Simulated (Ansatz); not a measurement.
Predict the output of the script below (Ansatz's Python interface).

`c5h7br_opt.py`:
```python
'''Relax the C5H7Br molecule.'''

import itertools

import ansatz as az
from ase.data import atomic_numbers, covalent_radii
import numpy as np

geometry_ang = [
    ('Br', (2.4152, -1.1595, 0.9682)),
    ('C', (1.1197, -0.3615, -0.2278)),
    ('C', (0.8245, 1.0305, 0.2141)),
    ('C', (-0.4916, 1.2616, 0.2678)),
    ('C', (-1.281, 0.0565, -0.1227)),
    ('C', (-0.2341, -1.0607, -0.1283)),
    ('H', (1.535, -0.3845, -1.2393)),
    ('H', (1.5836, 1.7709, 0.4285)),
    ('H', (-0.9398, 2.2091, 0.5355)),
    ('H', (-2.0783, -0.1553, 0.5958)),
    ('H', (-1.725, 0.1967, -1.1136)),
    ('H', (-0.3344, -1.656, 0.7885)),
    ('H', (-0.3939, -1.748, -0.9667)),
]
mol = az.Crystal.molecule()
for symbol, xyz in geometry_ang:
    mol = mol.atom(symbol, xyz)

calc = mol.calculation().basis(gaussian='def2-SVP').functional('b3lyp', dispersion='d3bj')
symbols = [site.symbol for site in mol.cartesian_sites]
start = np.array([site.position_ang for site in mol.cartesian_sites], dtype=float)
report = calc.relax(force_tolerance=0.02).run(threads=1).report
end = np.array(report['positions_ang'])

print(f'E = {report["free_energy_ev"]:.6f} eV = {report["free_energy_ev"] / 27.211386246:.7f} Ha')
print('converged:', report['converged'], ' doubts:', report['published_state_doubts'] or 'none')

# pairs closer than 1.2 times the sum of covalent radii, before or after
radius = [covalent_radii[atomic_numbers[s]] for s in symbols]
span = lambda where, i, j: np.linalg.norm(where[i] - where[j])
bonded = [(i, j) for i, j in itertools.combinations(range(len(symbols)), 2) if min(span(start, i, j), span(end, i, j)) < 1.2 * (radius[i] + radius[j])]
print('pair        before    after (A)')
for i, j in bonded:
    print(f'{symbols[i]}{i}-{symbols[j]}{j}'.ljust(10), f'{span(start, i, j):8.4f} {span(end, i, j):8.4f}')
```

Running `python c5h7br_opt.py` prints:
```text
E = -75334.173526 eV = -2768.4798137 Ha
converged: True  doubts: none
pair        before    after (A)
Br0-C1       1.9353   1.9984
C1-C2        1.4900   1.4976
C1-C5        1.5269   1.5434
C1-H6        1.0937   1.0992
C2-C3        1.3373   1.3389
C2-H7        1.0818   1.0913
C3-C4        1.4926   1.5085
C3-H8        1.0818   1.0931
C4-C5        1.5311   1.5499
C4-H9        1.0940   1.1028
C4-H10       1.0948   1.1059
C5-H11       1.0977   1.0990
C5-H12       1.0958   1.0990
```

Notes:
- Total energies depend on the basis set; only differences at equal settings carry meaning.
- The end point is the stationary point reached from this start; no frequency run checks that it is a minimum, and the basis set is modest.
- b3lyp holds the VWN-RPA fit, as in Gaussian; the form of ORCA and Turbomole is b3lyp5.
- Hardware and time: 58 s on 1 thread of Arm Neoverse V1 (shared host), peak memory 0.46 GiB.

(Lines on the test bed's own set-up are left out of the output.)
